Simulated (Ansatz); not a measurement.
# C3H5BO: how energies converge with the basis set

An exercise on one series of results from a longer session: the logs are not shown, and one member is left open.

Method: one geometry, several basis sets; program: Ansatz 0.2.0, Gaussian basis.

The runs, in order: PBE0-D4/def2-SVP; ωB97M-V/def2-SVP; PBE0-D4/def2-QZVPP; ωB97M-V/def2-QZVPP; the functionals' def2-TZVPP values are taken from earlier runs.

## The relaxed structure

An earlier PBE0-D4 in a triple-zeta def2 set relaxation fixed the geometry.

SMILES `BC1OC1=C`, 10 atoms, charge 0, spin multiplicity 1.

Atoms are counted from 1 here; the program's logs count them from 0.

Bond lengths: B1–C2 1.531 Å, B1–H6 1.195 Å, B1–H7 1.192 Å, C2–O3 1.495 Å, C2–C4 1.456 Å, C2–H8 1.087 Å, O3–C4 1.324 Å, C4–C5 1.315 Å, C5–H9 1.082 Å, C5–H10 1.080 Å. Angles: C2–B1–H6 118.9°, C2–B1–H7 119.7°, H6–B1–H7 121.3°, B1–C2–O3 117.7°, B1–C2–C4 113.4°, B1–C2–H8 124.6°, O3–C2–C4 53.3°, O3–C2–H8 111.9°, C4–C2–H8 115.3°, C2–O3–C4 61.8°, C2–C4–O3 64.9°, C2–C4–C5 153.4°, O3–C4–C5 141.7°, C4–C5–H9 120.6°, C4–C5–H10 119.9°, H9–C5–H10 119.5°.

The first run:

File in.yaml:

```yaml
crystal:
  periodic: [false, false, false]
  atoms:
    - {symbol: B, position_ang: [-1.463625, -0.877779, -0.285318]}
    - {symbol: C, position_ang: [-0.012995, -0.973285, 0.195477]}
    - {symbol: O, position_ang: [1.069127, -0.774226, -0.817247]}
    - {symbol: C, position_ang: [0.752437, 0.243901, -0.032488]}
    - {symbol: C, position_ang: [1.062944, 1.499496, 0.204722]}
    - {symbol: H, position_ang: [-2.345405, -1.005035, 0.511222]}
    - {symbol: H, position_ang: [-1.691383, -0.614042, -1.425101]}
    - {symbol: H, position_ang: [0.321490, -1.583859, 1.030323]}
    - {symbol: H, position_ang: [1.859284, 1.983572, -0.345275]}
    - {symbol: H, position_ang: [0.531225, 2.050055, 0.966685]}
basis:
  gaussian: {orbitals: def2-SVP}
hamiltonian: {xc: pbe0, dispersion: d4}
output: {orbitals: {seedname: orbitals}}
```

Launch:

```sh
$ ansatz run in.yaml --threads 2 --pin off --events-out ev --progress --plain --max-ram 4352MiB
```

Among the steps run: PBE0-D4 in def2-SVP; ωB97M-V in def2-SVP; PBE0-D4 in def2-QZVPP; ωB97M-V in def2-QZVPP.

One of the session's tables, all rows but one given; the rest of the session is left out.

It belongs to the step «Density functionals: the series». 

| functional | basis | HOMO (eV) | LUMO (eV) |
| --- | --- | --- | --- |
| PBE0-D4 | def2-SVP | -7.16 | -1.77 |
| PBE0-D4 | def2-TZVPP | -7.23 | -1.84 |
| PBE0-D4 | def2-QZVPP | ? | ? |
| ωB97M-V | def2-SVP | -9.38 | 0.28 |
| ωB97M-V | def2-TZVPP | -9.46 | 0.09 |
| ωB97M-V | def2-QZVPP | -9.48 | 0.02 |

Estimate the missing values for PBE0-D4, def2-QZVPP.

**Answer.** HOMO (eV): -7.25; LUMO (eV): -1.86. In the column «HOMO (eV)» it lies between ωB97M-V, def2-SVP (-9.38) and PBE0-D4, def2-TZVPP (-7.23).
